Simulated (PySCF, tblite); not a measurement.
# C₈H₁₁ClSi: geometry, infrared bands and NMR shifts

Wanted: the infrared bands and NMR shifts of C₈H₁₁ClSi (`C=CC[Si@H]1C=CC=C(Cl)C1`), by calculation.

The runs use tblite 0.8.0 and PySCF 2.14.0, with density-fitted response routines of our own; the level of theory stands in each step. All values are computed, except where a source is named. Atoms count from 0, in the outputs and in this text.

## (1) Starting geometry

21 atoms, charge 0, multiplicity 1; geometry from: force field or distance geometry start.

Bonds of the start (Å): C0–C1 1.33, C1–C2 1.47, C2–Si3 1.85, Si3–C4 1.82, C4–C5 1.29, C5–C6 1.45, C6–C7 1.28, C7–Cl8 1.81, C7–C9 1.46, C9–Si3 1.84, C0–H10 1.10, C0–H11 1.11, C1–H12 1.07, C2–H13 1.13, C2–H14 1.10, Si3–H15 1.46, C4–H16 1.11, C5–H17 1.10, C6–H18 1.12, C9–H19 1.11, C9–H20 1.11.

## (2) Optimising the geometry with GFN2-xTB

What the job is given:

```
{"job": {"kind": "relax", "xc": "GFN2-xTB", "basis": "xTB"}, "charge": 0, "multiplicity": 1}
C     -2.899700    -0.069200     1.235200
C     -2.155000     0.699700     0.442900
C     -1.709900     0.244500    -0.879500
Si     0.116700     0.152800    -1.126000
C      1.037700     1.432500    -0.211700
C      2.001800     1.247500     0.618800
C      2.420900    -0.111700     0.890500
C      1.942400    -1.190700     0.399500
Cl     2.732800    -2.710100     0.992600
C      0.864000    -1.432600    -0.557400
H     -3.255000    -1.066400     0.928800
H     -3.238100     0.257100     2.236000
H     -1.864300     1.655000     0.836100
H     -2.079100     1.012800    -1.619300
H     -2.212300    -0.707300    -1.122800
H      0.347100     0.262200    -2.565100
H      0.741200     2.480900    -0.409100
H      2.498300     2.092100     1.112700
H      3.254200    -0.197700     1.629800
H      0.140800    -2.120600    -0.063400
H      1.306600    -1.914000    -1.459700
```

Started as:

```console
$ OMP_NUM_THREADS=1 python probes_run.py task.json out
```

One launch serves the whole session: the jobs run in the order shown.

**Question.** This job is followed by: GFN2-xTB harmonic vibrations, gas phase; GIAO PBE0/pcSseg-1 NMR shielding, non-relativistic, gas phase. What will the session give for the following? strongest single infrared mode (GFN2-xTB); zero-point energy (GFN2-xTB); 13C shifts against TMS (PBE0/pcSseg-1); 1H shifts against TMS (PBE0/pcSseg-1); 29Si shifts against TMS (PBE0/pcSseg-1); 35Cl shifts against HCl (PBE0/pcSseg-1).

**Answer**, as computed:

| quantity | value |
| --- | --- |
| strongest single infrared mode (GFN2-xTB) | 2171 cm⁻¹, 361 km/mol |
| zero-point energy (GFN2-xTB) | 100.4 kcal/mol |
| 13C shifts against TMS (PBE0/pcSseg-1) | 154.6, 151.6, 144.6, 129.7, 122.5, 120.8, 25.1, 18.8 ppm |
| 1H shifts against TMS (PBE0/pcSseg-1) | 6.92, 6.17, 5.96, 5.85, 5.35, 5.24, 5.04, 2.51, 2.12, 1.72, 1.64 ppm |
| 29Si shifts against TMS (PBE0/pcSseg-1) | -33.2 ppm |
| 35Cl shifts against HCl (PBE0/pcSseg-1) | 327 ppm |

What this shows: Relaxing lowered the energy by 0.662 eV in 142 steps; the close pair that moved most is C2–Si3, from 1.845 to 1.918 Å. All 57 modes are real, so the xTB geometry is a minimum. The strongest single mode, at 2171 cm⁻¹, moves mainly H15. GFN2-xTB is a fitted tight-binding method: band positions and strengths are rough. Its intensities can rank the bands wrongly. At PBE0/pcSseg-1: Shielding is most anisotropic at Cl8 (span 509 ppm, paramagnetic term -522 ppm).
